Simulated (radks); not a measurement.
# The series with 31 electrons, Ga to Te²¹⁺

Aim: how levels and radii change as the nucleus grows at a fixed number of electrons, each ion in its NIST ground configuration.

The numbers are computed with radks (a radial shooting solver on a logarithmic mesh, Libxc functionals) version 1 (Dirac Kohn-Sham, PBEsol, spin-unpolarised, spherical densities, point nucleus; open shells fill j = l - 1/2 first), except any that are marked as measured or tabulated.

**1. Starting point**

```
electrons     : 31
ions          : Ga, Ge⁺, As²⁺, Se³⁺, Br⁴⁺, Kr⁵⁺, Rb⁶⁺, Sr⁷⁺, Zr⁹⁺, Nb¹⁰⁺, Mo¹¹⁺, Tc¹²⁺, Ru¹³⁺, Rh¹⁴⁺, Pd¹⁵⁺, Ag¹⁶⁺, Cd¹⁷⁺, In¹⁸⁺, Sn¹⁹⁺, Sb²⁰⁺, Te²¹⁺
configuration : NIST ground configuration of each
```

**2. Ga, [Ar] 3d10 4s2 4p1**

Settings of this run:

```text
Z 31
configuration [Ar] 3d10 4s2 4p1
relativity Dirac
functional pbe_sol,pbe_sol
spin unpolarised
j_filling energy
nucleus point
c 137.035999084
```

Run with:

```bash
> python run_ks.py task.json out
```

This one command runs every case of the session in turn.

**3. Ge⁺, [Ar] 3d10 4s2 4p1**

Settings, as their differences from step 2:

```diff
@@ -1,2 +1,2 @@
-Z 31
+Z 32
 configuration [Ar] 3d10 4s2 4p1
```

**4. As²⁺, [Ar] 3d10 4s2 4p1**

Settings, as their differences from step 3:

```diff
@@ -1,2 +1,2 @@
-Z 32
+Z 33
 configuration [Ar] 3d10 4s2 4p1
```

**5. Se³⁺, [Ar] 3d10 4s2 4p1**

Settings, as their differences from step 4:

```diff
@@ -1,2 +1,2 @@
-Z 33
+Z 34
 configuration [Ar] 3d10 4s2 4p1
```

**6. Br⁴⁺, [Ar] 3d10 4s2 4p1**

Settings, as their differences from step 5:

```diff
@@ -1,2 +1,2 @@
-Z 34
+Z 35
 configuration [Ar] 3d10 4s2 4p1
```

**7. Kr⁵⁺, [Ar] 3d10 4s2 4p1**

Settings, as their differences from step 6:

```diff
@@ -1,2 +1,2 @@
-Z 35
+Z 36
 configuration [Ar] 3d10 4s2 4p1
```

**8. Rb⁶⁺, [Ar] 3d10 4s2 4p1**

Settings, as their differences from step 7:

```diff
@@ -1,2 +1,2 @@
-Z 36
+Z 37
 configuration [Ar] 3d10 4s2 4p1
```

**9. Sr⁷⁺, [Ar] 3d10 4s2 4p1**

Settings, as their differences from step 8:

```diff
@@ -1,2 +1,2 @@
-Z 37
+Z 38
 configuration [Ar] 3d10 4s2 4p1
```

**10. Zr⁹⁺, [Ar] 3d10 4s2 4p1**

Settings, as their differences from step 9:

```diff
@@ -1,2 +1,2 @@
-Z 38
+Z 40
 configuration [Ar] 3d10 4s2 4p1
```

**11. Nb¹⁰⁺, [Ar] 3d10 4s2 4p1**

Settings, as their differences from step 10:

```diff
@@ -1,2 +1,2 @@
-Z 40
+Z 41
 configuration [Ar] 3d10 4s2 4p1
```

**12. Mo¹¹⁺, [Ar] 3d10 4s2 4p1**

Settings, as their differences from step 11:

```diff
@@ -1,2 +1,2 @@
-Z 41
+Z 42
 configuration [Ar] 3d10 4s2 4p1
```

**13. Tc¹²⁺, [Ar] 3d10 4s2 4p1**

Settings, as their differences from step 12:

```diff
@@ -1,2 +1,2 @@
-Z 42
+Z 43
 configuration [Ar] 3d10 4s2 4p1
```

**14. Ru¹³⁺, [Ar] 3d10 4s2 4p1**

Settings, as their differences from step 13:

```diff
@@ -1,2 +1,2 @@
-Z 43
+Z 44
 configuration [Ar] 3d10 4s2 4p1
```

**15. Rh¹⁴⁺, [Ar] 3d10 4s2 4p1**

Settings, as their differences from step 14:

```diff
@@ -1,2 +1,2 @@
-Z 44
+Z 45
 configuration [Ar] 3d10 4s2 4p1
```

**16. Pd¹⁵⁺, [Ar] 3d10 4s2 4p1**

Settings, as their differences from step 15:

```diff
@@ -1,2 +1,2 @@
-Z 45
+Z 46
 configuration [Ar] 3d10 4s2 4p1
```

**17. Ag¹⁶⁺, [Ar] 3d10 4s2 4p1**

Settings, as their differences from step 16:

```diff
@@ -1,2 +1,2 @@
-Z 46
+Z 47
 configuration [Ar] 3d10 4s2 4p1
```

**18. Cd¹⁷⁺, [Ar] 3d10 4s2 4p1**

Settings, as their differences from step 17:

```diff
@@ -1,2 +1,2 @@
-Z 47
+Z 48
 configuration [Ar] 3d10 4s2 4p1
```

**19. In¹⁸⁺, [Ar] 3d10 4s2 4p1**

Settings, as their differences from step 18:

```diff
@@ -1,2 +1,2 @@
-Z 48
+Z 49
 configuration [Ar] 3d10 4s2 4p1
```

**20. Sn¹⁹⁺, [Ar] 3d10 4s2 4p1**

Settings, as their differences from step 19:

```diff
@@ -1,2 +1,2 @@
-Z 49
+Z 50
 configuration [Ar] 3d10 4s2 4p1
```

**21. Sb²⁰⁺, [Ar] 3d10 4s2 4p1**

Settings, as their differences from step 20:

```diff
@@ -1,2 +1,2 @@
-Z 50
+Z 51
 configuration [Ar] 3d10 4s2 4p1
```

**22. Te²¹⁺, [Ar] 3d10 4s2 4p1**

Settings, as their differences from step 21:

```diff
@@ -1,2 +1,2 @@
-Z 51
+Z 52
 configuration [Ar] 3d10 4s2 4p1
```

Q: Predict the outcome of this session. Wanted: for each run, ion; E; ε(3d3/2); ε(3d5/2); ε(4s1/2); ε(4p1/2); ε(4p3/2, empty); <r>(4p1/2).

**Answer**, as computed:

```
  ion  E (hartree)  ε(3d3/2) (eV)  ε(3d5/2) (eV)  ε(4s1/2) (eV)  ε(4p1/2) (eV)  ε(4p3/2, empty) (eV)  <r>(4p1/2) (bohr)
   Ga  -1942.54270        -19.364        -18.902         -8.914         -2.615                -2.497              3.354
  Ge⁺  -2097.12538        -38.601        -38.015        -19.841        -11.382               -11.135              2.518
 As²⁺  -2258.34169        -62.289        -61.557        -33.431        -22.921               -22.516              2.119
 Se³⁺  -2426.18079        -89.869        -88.968        -49.301        -36.797               -36.200              1.861
 Br⁴⁺  -2600.64566        -121.08        -119.98        -67.287        -52.823               -51.997              1.673
 Kr⁵⁺  -2781.74695        -155.76        -154.44        -87.300        -70.896               -69.803              1.527
 Rb⁶⁺  -2969.50035        -193.83        -192.25        -109.28        -90.953               -89.547              1.408
 Sr⁷⁺  -3163.92519        -235.20        -233.34        -133.20        -112.95               -111.19              1.309
 Zr⁹⁺  -3572.88059        -327.70        -325.15        -186.74        -162.66               -160.02              1.152
Nb¹⁰⁺  -3787.46255        -378.77        -375.80        -216.34        -190.35               -187.18              1.088
Mo¹¹⁺  -4008.81829        -433.01        -429.60        -247.81        -219.90               -216.14              1.031
Tc¹²⁺  -4236.97826        -490.43        -486.51        -281.15        -251.32               -246.90             0.9809
Ru¹³⁺  -4471.97460        -550.99        -546.52        -316.36        -284.61               -279.44             0.9353
Rh¹⁴⁺  -4713.84113        -614.71        -609.62        -353.44        -319.75               -313.76             0.8940
Pd¹⁵⁺  -4962.61326        -681.56        -675.80        -392.39        -356.76               -349.86             0.8563
Ag¹⁶⁺  -5218.32801        -751.55        -745.06        -433.21        -395.63               -387.73             0.8218
Cd¹⁷⁺  -5481.02402        -824.66        -817.37        -475.92        -436.37               -427.38             0.7900
In¹⁸⁺  -5750.74154        -900.91        -892.74        -520.50        -478.99               -468.78             0.7607
Sn¹⁹⁺  -6027.52245        -980.28        -971.17        -566.98        -523.49               -511.96             0.7334
Sb²⁰⁺  -6311.41033        -1062.8        -1052.6        -615.35        -569.87               -556.90             0.7081
Te²¹⁺  -6602.45042        -1148.4        -1137.2        -665.63        -618.14               -603.60             0.6845
```

What this shows: From Ga to Te²¹⁺ the 4p1/2 level deepens by a factor 236 and shrinks by a factor 4.90. The order of these tabulated levels, which need not hold every outer shell, does not change along the series.
